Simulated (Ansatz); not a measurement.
# The pair H₂S···BF₃: a pair, distance and angle

Aim: map the energy of the pair H₂S···BF₃ over two coordinates, and find its wells, ridges and stiffness.

The runs use Ansatz 0.2.0; RKS PBE0-D4/def2-SVPD.

## (1) The starting structure

7 atoms, charge 0, spin multiplicity 1.

Atoms are counted from 1 here; the program's logs count them from 0.

Bond lengths: S1–H2 1.362 Å, S1–H3 1.362 Å, F4–B5 1.341 Å, B5–F6 1.342 Å, B5–F7 1.338 Å. Angles: H2–S1–H3 92.0°, F4–B5–F6 119.1°, F4–B5–F7 119.1°, F6–B5–F7 119.2°.

Geometry (Å):

```
S    -0.51799    0.42412   -1.43629
H     0.78253    0.66132   -1.76368
H    -0.41966   -0.88646   -1.79502
F     1.16903    0.65630    1.16739
B     0.01902   -0.03367    1.16006
F     0.05983   -1.36942    1.04286
F    -1.09265    0.54781    1.62468
```

This geometry comes from a loose relaxation at PBE in a small basis, which is not shown.

## (5) The grid

The axes are (1) distance B5···S1: 15 values from 2.231 to 3.631 Å; (2) turn of S1, H2, H3 about B5: 15 values from −120.0 °.

Nothing else is relaxed (both partners rigid). Energies count from the two partners far apart, frozen as in the relaxed pair, each in its own basis (no counterpoise correction). Points are written as (first, second).

(The set-up runs are not shown.)

## (6) Point (2.658 Å, 0.0°)

input.yaml reads:

```yaml
crystal:
  periodic: [false, false, false]
  atoms:
    - { symbol: S, position_ang: [-0.255742, 0.587287, -1.416003] }
    - { symbol: H, position_ang: [0.924809, 0.068708, -1.819058] }
    - { symbol: H, position_ang: [-0.930309, -0.538558, -1.736143] }
    - { symbol: F, position_ang: [0.963091, 0.930504, 1.376624] }
    - { symbol: B, position_ang: [0.054536, -0.008363, 1.155746] }
    - { symbol: F, position_ang: [0.453916, -1.258377, 0.957372] }
    - { symbol: F, position_ang: [-1.211033, 0.220394, 1.474577] }
basis:
  gaussian: { orbitals: def2-SVPD }
hamiltonian:
  xc: pbe0
  dispersion: d4
output:
  forces: true
```

Launch:

```sh
$ ansatz run input.yaml --threads 1 --pin off --max-ram 2560MiB --backend cpu --events-out ev --progress --plain --runs-dir out
```

Further runs follow: the other points that were computed.

Q: Predict the outcome of this session. Wanted: lowest point; highest computed point; largest force on an atom; dipole moment.

The runs gave:

```
                       quantity                                                                            value
                   lowest point                                                     (2.658 Å, 0.0°), −9 kcal/mol
         highest computed point                                (2.231 Å, −102.9°), 398 kcal/mol above the lowest
largest force on an atom (eV/Å)    0.0 at (2.658 Å, 0.0°) to 41.4 at (2.231 Å, −102.9°); 0.0 at the lowest point
              dipole moment (D)  0.10 at (2.323 Å, −102.9°) to 2.73 at (2.231 Å, 0.0°); 2.29 at the lowest point
        time for the whole task                                                  43 min on 1 thread, shared host
```

The lowest computed point is at (2.658 Å, 0.0°), −9 kcal/mol from the two partners far apart, frozen as in the relaxed pair, each in its own basis (no counterpoise correction). The grid is coarse, so the lowest point of the scanned range may lie between grid points; coordinates that were held can hide deeper minima. The highest computed point, (2.231 Å, −102.9°), lies 398 kcal/mol above the lowest. Between some neighbouring points the energy changes steeply, from close contacts of the rigid frames or a change of state; the map doesn't tell which. No counterpoise correction was made, so wells between separate parts tend to come out somewhat too deep.
